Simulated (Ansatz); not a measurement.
**KHS (SMILES [SH][K]): a rigid scan of the angle H3–S1–K2**

How does the energy rise as the angle H3–S1–K2 leaves its equilibrium value, and do density functionals follow CCSD(T)? No other atom is relaxed.

The runs use Ansatz 0.2.0, Gaussian basis; single points in def2-TZVPP.

Levels: PBE-D4, r2SCAN-D4, PBE0-D4, B3LYP-D4, wB97M-V, Hartree-Fock, MP2, CCSD, CCSD(T). The scan takes 66.0, 73.5, 81.0, 88.5, 96.0, 103.5, 111.0, 118.5, 126.0°.

Correlated methods freeze the cores. The outer core shell of Li, Na, Mg and K is correlated. B3LYP uses VWN-RPA correlation.

28 further runs of the same task are left out: 28 set aside as unsound or not needed.

**1. The system as given**

The minimum, relaxed at PBE0-D4: SMILES `[SH][K]`, 3 atoms, charge 0, spin multiplicity 1.

Atoms are counted from 1 here; the program's logs count them from 0.

Bond lengths: S1–K2 2.825 Å, S1–H3 1.344 Å. Angles: K2–S1–H3 96.0°.

As a file:

```xyz
3
charge 0, multiplicity 1
S    -0.6254   -0.6832   -0.4241
K     1.7280    0.0547    0.9544
H    -1.1136    0.5637   -0.5436
```

Energies of the minimum (eV), from earlier single points: PBE-D4 -27167.17595, r2SCAN-D4 -27176.07533, PBE0-D4 -27169.37820, B3LYP-D4 -27178.81367, wB97M-V -27176.45005, CCSD(T) -27149.01729.

At the minimum the angle H3–S1–K2 is 96.0°.

**2. H3–S1–K2 = 66.0°**

ccsdt-tzvpp/in.yaml

```yaml
crystal:
  periodic: [false, false, false]
  atoms:
    - {symbol: S, position_ang: [-0.625381, -0.683165, -0.424115]}
    - {symbol: K, position_ang: [1.728007, 0.054686, 0.954426]}
    - {symbol: H, position_ang: [-0.511772, 0.638274, -0.204635]}
basis:
  gaussian: {orbitals: def2-TZVPP}
correlation: {method: ccsd_t}
```

No record of the launch command was kept for these runs.

The runs that follow: H3–S1–K2 = 73.5°; H3–S1–K2 = 81.0°; H3–S1–K2 = 88.5°; H3–S1–K2 = 96.0°; H3–S1–K2 = 103.5°; H3–S1–K2 = 111.0°; H3–S1–K2 = 118.5°; H3–S1–K2 = 126.0°.

**Question.** What will these runs give? Wanted: highest point, CCSD(T); lowest point, CCSD(T); minimum along the scan, CCSD(T); RMS deviation from CCSD(T); largest T1 diagnostic.

The runs gave:

| quantity | value |
| --- | --- |
| highest point, CCSD(T) | 1.7 kcal/mol at 66.0° |
| lowest point, CCSD(T) | 0.0 kcal/mol at 96.0° |
| minimum along the scan, CCSD(T) | 94.6° |
| curvature there | 0.13 meV/deg² |
| RMS deviation from CCSD(T) | PBE-D4 0.2, r2SCAN-D4 0.1, PBE0-D4 0.2, B3LYP-D4 0.2, wB97M-V 0.1, Hartree-Fock 0.3, MP2 0.0, CCSD 0.0 kcal/mol |
| largest T1 diagnostic | 0.009 |

A polynomial through the near points puts the CCSD(T) minimum 1.4° below the PBE0-D4 value. Curvature against CCSD(T): PBE-D4 +37 %, Hartree-Fock -21 %. The curve of MP2 lies nearest to CCSD(T), that of Hartree-Fock farthest.
